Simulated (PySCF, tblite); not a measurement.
# C₄H₁₂AlN: geometry, infrared bands and NMR shifts

Aim: predict the infrared bands and NMR shifts of C₄H₁₂AlN (`C/C=C/[CH2][AlH2-][NH3+]`).

Computed with tblite 0.8.0 and PySCF 2.14.0, with density-fitted response routines of our own, on a single molecule in the gas phase. Atoms count from 0, in the outputs and in this text.

## 1. The starting structure

18 atoms, charge 0, multiplicity 1; geometry from: force field or distance geometry start.

Bonds of the start (Å): C0–C1 1.48, C1–C2 1.35, C2–C3 1.49, C3–Al4 1.99, Al4–N5 1.91, C0–H6 1.12, C0–H7 1.10, C0–H8 1.11, C1–H9 1.08, C2–H10 1.09, C3–H11 1.12, C3–H12 1.12, Al4–H13 1.60, Al4–H14 1.59, N5–H15 1.04, N5–H16 1.05, N5–H17 1.04.

## 2. Geometry optimisation with GFN2-xTB

What the job is given:

```
{"job": {"kind": "relax", "xc": "GFN2-xTB", "basis": "xTB"}, "charge": 0, "multiplicity": 1}
C     -2.569400     1.145000     0.501600
C     -1.178400     0.692100     0.729700
C     -0.895700    -0.601700     1.011700
C      0.495300    -1.064600     1.253900
Al     1.557200    -1.156000    -0.424500
N      2.039800     0.613300    -0.969400
H     -2.584300     2.241900     0.293400
H     -3.002400     0.619900    -0.367300
H     -3.194300     0.944200     1.402000
H     -0.371700     1.413400     0.694500
H     -1.720600    -1.318000     1.077400
H      0.461000    -2.101900     1.685000
H      0.996800    -0.406200     2.004700
H      0.680300    -1.832000    -1.580100
H      2.875100    -2.009900    -0.187000
H      2.876900     0.579600    -1.581000
H      2.274700     1.193000    -0.122800
H      1.250700     1.054200    -1.480000
```

Launch:

```bash
OMP_NUM_THREADS=1 python probes_run.py task.json out
```

The driver reads the jobs from task.json and runs them one after another.

**Question.** This job is followed by: GFN2-xTB harmonic vibrations, gas phase; GIAO PBE0/pcSseg-1 NMR shielding, non-relativistic, gas phase. What will the session give for the following? strongest single infrared mode (GFN2-xTB); zero-point energy (GFN2-xTB); ¹³C shifts against TMS (PBE0/pcSseg-1); ¹H shifts against TMS (PBE0/pcSseg-1, means over atoms taken as alike); ²⁷Al shifts against AlH4- (PBE0/pcSseg-1); ¹⁵N shifts against NH3 (PBE0/pcSseg-1).

**Answer**, as computed:

| quantity | value |
| --- | --- |
| strongest single infrared mode (GFN2-xTB) | 774 cm⁻¹, 671 km/mol |
| zero-point energy (GFN2-xTB) | 89.6 kcal/mol |
| ¹³C shifts against TMS (PBE0/pcSseg-1) | 151.0, 121.0, 21.9, 19.7 ppm |
| ¹H shifts against TMS (PBE0/pcSseg-1, means over atoms taken as alike) | 6.29, 5.07, 3.87, 2.61, 1.90, 1.65 ppm |
| ²⁷Al shifts against AlH4- (PBE0/pcSseg-1) | 59.3 ppm |
| ¹⁵N shifts against NH3 (PBE0/pcSseg-1) | 23.6 ppm |

Relaxing lowered the energy by 0.609 eV in 209 steps; the close pair that moved most is Al4–N5, from 1.913 to 2.062 Å. No mode is imaginary among the 48: a minimum at this level. The strongest single mode, at 774 cm⁻¹, moves mainly H14 and H13. Unscaled tight-binding wavenumbers are off by several per cent, some by more. Its intensities can rank the bands wrongly. At PBE0/pcSseg-1: Shielding is most anisotropic at C2 (span 224 ppm, paramagnetic term -222 ppm).
